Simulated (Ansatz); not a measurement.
# GeH3IO: the cost of one run

Program: Ansatz 0.2.0, driven from Python. Level of theory: PBE+D3(BJ)/def2-SVP. These are calculated values, not measurements.

## 1. Starting point

Bond lengths: O1–Ge2 1.796 Å, Ge2–I3 2.559 Å, O1–H4 0.996 Å, Ge2–H5 1.567 Å, Ge2–H6 1.552 Å. Angles: O1–Ge2–I3 111.2°, O1–Ge2–H5 108.4°, O1–Ge2–H6 108.8°, I3–Ge2–H5 109.5°, I3–Ge2–H6 109.4°, H5–Ge2–H6 109.5°, Ge2–O1–H4 99.6°.

The script reads geh3io.xyz:

```xyz
6

O    -0.57690   -1.40200    0.11660
Ge    0.35250    0.13460    0.15600
I    -1.20710    2.16080    0.04960
H    -1.02670   -1.30100   -0.76620
H     1.32440    0.15690   -1.07270
H     1.17600    0.18670    1.47060
```

## 2. The code

opt_geh3io.py

```python
"""Geometry optimisation of GeH3IO."""

import itertools
import logging
import sys

import ansatz
from ase.data import atomic_numbers, covalent_radii
import numpy as np

logging.basicConfig(stream=sys.stdout, format="%(name)s: %(message)s")
log = logging.getLogger("geh3io")
log.setLevel(logging.INFO)

BASIS = "def2-SVP"
FUNCTIONAL = "pbe"
DISPERSION = "d3bj"


def main() -> None:
    molecule = ansatz.Crystal.molecule_from_extxyz("geh3io.xyz")

    base = (
        molecule.calculation()
        .basis(gaussian=BASIS)
        .functional(FUNCTIONAL, dispersion=DISPERSION)
    )
    symbols = [site.symbol for site in molecule.cartesian_sites]
    start = np.array([site.position_ang for site in molecule.cartesian_sites], dtype=float)
    def progress(event):
        if event["event"] == "relax_step":
            row = event["data"]
            log.info(f"step {row['step']:3d}  E = {row['lagrangian_ev']:.6f} eV  largest force component {row['allowed_force_max_ev_ang']:.4f} eV/A")


    rep = base.relax(force_tolerance=0.01, max_steps=100).session().plan().execute(on_event=progress).report
    end = np.array(rep["positions_ang"])

    log.info("reference energy %16.6f eV" % rep["reference_energy_ev"])
    log.info("total energy     %16.6f eV" % rep["free_energy_ev"])
    print("occupied orbitals outside the frozen core (up, down):", rep["n_occupied"], " frozen:", rep["n_frozen"], " virtual:", rep["n_virtual"])

    # pairs closer than 1.2 times the sum of covalent radii, before or after
    radius = [covalent_radii[atomic_numbers[s]] for s in symbols]
    span = lambda where, i, j: np.linalg.norm(where[i] - where[j])
    bonded = [(i, j) for i, j in itertools.combinations(range(len(symbols)), 2) if min(span(start, i, j), span(end, i, j)) < 1.2 * (radius[i] + radius[j])]
    log.info("pair        before    after (A)")
    for i, j in bonded:
        print(f"{symbols[i]}{i}-{symbols[j]}{j}".ljust(10), f"{span(start, i, j):8.4f} {span(end, i, j):8.4f}")
    for first, second in list(itertools.combinations(bonded, 2)):
        shared = set(first) & set(second)
        if shared and symbols[(j := shared.pop())] != "H":
            i, k = sorted((set(first) | set(second)) - {j})
            u, v = end[i] - end[j], end[k] - end[j]
            angle = np.degrees(np.arccos(np.clip(u @ v / np.linalg.norm(u) / np.linalg.norm(v), -1, 1)))
            log.info(f"final angle {symbols[i]}{i}-{symbols[j]}{j}-{symbols[k]}{k}: {angle:.2f} deg")

    charges = rep["charge_distribution"]
    dipole = np.array(charges["dipole_moment_e_ang"]) * 4.803205
    log.info("dipole (D): {:.3f} {:.3f} {:.3f}, length {:.3f}".format(*dipole, np.linalg.norm(dipole)))
    log.info("atom  Mulliken   Lowdin")
    for symbol, m, l in zip(symbols, charges["mulliken_charges_e"], charges["lowdin_charges_e"]):
        log.info(f"{symbol:4s} {m:9.3f} {l:8.3f}")
    with open("geh3io_opt.xyz", "w") as handle:
        handle.write(f"{len(symbols)}\nrelaxed GeH3IO\n")
        handle.writelines(f"{s:2s} {x:11.6f} {y:11.6f} {z:11.6f}\n" for s, (x, y, z) in zip(symbols, end))


if __name__ == "__main__":
    main()
```

## 3. The input behind the calls

The package turns the script's settings into the engine's input:

```yaml
crystal:
  periodic: [false, false, false]
  atoms:
    - { symbol: O, position_ang: [-0.5769, -1.402, 0.1166] }
    - { symbol: Ge, position_ang: [0.3525, 0.1346, 0.156] }
    - { symbol: I, position_ang: [-1.2071, 2.1608, 0.0496] }
    - { symbol: H, position_ang: [-1.0267, -1.301, -0.7662] }
    - { symbol: H, position_ang: [1.3244, 0.1569, -1.0727] }
    - { symbol: H, position_ang: [1.176, 0.1867, 1.4706] }
basis:
  gaussian:
    orbitals: def2-SVP
hamiltonian:
  xc: pbe
  dispersion: d3bj
relax:
  f_tol: 0.01
  max_steps: 100
```

## 4. Running it

On the command line:

```
$ python opt_geh3io.py
```

What time and memory should one allow on 1 thread of AMD EPYC 7R43 (Zen 3), shared host?

About 24 s, with a peak of 0.21 GiB.
